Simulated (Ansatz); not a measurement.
**Osmium, simple cubic under r²SCAN: ground state and equation of state**

Aim: take osmium in the simple cubic structure, relax it, solve it on a dense k-mesh, switch on spin-orbit coupling, then scale the cell to 7 volumes from 88 to 112 % of the relaxed one and try a fit of the equation of state. The k-meshes are 13×13×13 for the relaxation; 20×20×20 for the dense run; 12×12×12 for spin-orbit coupling; 14×14×14 for the volumes.

This is Os in the simple cubic structure; at room conditions it is hcp.

Computed with Ansatz 0.2.0 (DFT r2SCAN, plane waves (500 eV) with PAW, scalar-relativistic; PBE-made PAW files, unless a step says otherwise).

## Step 1: The system as given

It takes space group Pm-3m (No. 221, cubic). Conventional cell: a = 2.472 Å, b = 2.472 Å, c = 2.472 Å, α = 90.00°, β = 90.00°, γ = 90.00°. Os (site symmetry m-3m) is surrounded by 6 Os at 2.47 Å.

Coordinates:

```cif
data_structure
_symmetry_space_group_name_H-M 'Pm-3m'
_symmetry_Int_Tables_number 221
_cell_length_a 2.4723
_cell_length_b 2.4723
_cell_length_c 2.4723
_cell_angle_alpha 90.000
_cell_angle_beta 90.000
_cell_angle_gamma 90.000
_cell_volume 15.11
loop_
_atom_site_label
_atom_site_type_symbol
_atom_site_symmetry_multiplicity
_atom_site_Wyckoff_symbol
_atom_site_fract_x
_atom_site_fract_y
_atom_site_fract_z
_atom_site_occupancy
Os1 Os 1 a 0.00000 0.00000 0.00000 1
```

## Step 2: Geometry optimisation

The input, input.yaml:

```yaml
crystal:
  lattice:
    - [2.4722656457, 0.0, 0.0]
    - [0.0, 2.4722656457, 0.0]
    - [0.0, 0.0, 2.4722656457]
  atoms:
    - { symbol: Os, position: [0.0, 0.0, 0.0] }
hamiltonian:
  xc: r2scan
  pseudopotentials:
    kind: paw
    azcp:
      Os: "pseudopotentials/Os.paw.azcp"
basis:
  ecutwfc: 500
  fft_grid_basis: typed
kpoints:
  mp_grid: { grid: [13, 13, 13], shift: [0, 0, 0] }
magnetization:
  spin_polarized: false
scf:
  occupations: { method: fermi_dirac, width: 0.1 }
relax:
  max_steps: 60
  f_tol: 0.01
  cell: {}
output:
  write_density: true
  write_potential: true
  elf: true
  volumetric_format: npy
```

Launch:

```bash
ansatz run input.yaml --threads 1 --pin off --max-ram 3584MiB --backend cpu --events-out ev --progress --plain --runs-dir out
```

The runs that follow: Single point on a dense mesh; With spin-orbit coupling; At 88 % of the relaxed volume; At 92 % of the relaxed volume; At 96 % of the relaxed volume; At 100 % of the relaxed volume; At 104 % of the relaxed volume; At 108 % of the relaxed volume; At 112 % of the relaxed volume.

**Question.** What will these runs give? Wanted: space group; conventional cell; volume; shortest distance; gap on the mesh; relative to hcp; V₀, B₀, B₀′.

As calculated:

| quantity | value |
| --- | --- |
| space group (spins left aside) | Pm-3m (No. 221) |
| conventional cell | a = 2.539 Å |
| volume | 16.377 Å³/atom |
| shortest distance | 2.539 Å |
| gap on the mesh | none (levels filled in part) |
| relative to hcp | +1618 meV/atom |
| V₀, B₀, B₀′ | 16.397 Å³/atom, 291 GPa, 4.6 |

**Reading.** The relaxation enlarged the cell by 8.4 % in volume. Against the reference form of osmium (hcp, computed apart with the same settings) it stands 1618 meV/atom higher, so it is far from stable. Levels at the Fermi energy are filled in part, as in a metal. Totals with and without spin-orbit coupling (+24.6 eV/atom apart) can't be read as binding, since the two-component data shift the zero of energy. The fitted modulus is 291 GPa, among the stiffest elements. Relaxation kept the symmetry; phonons were not checked.
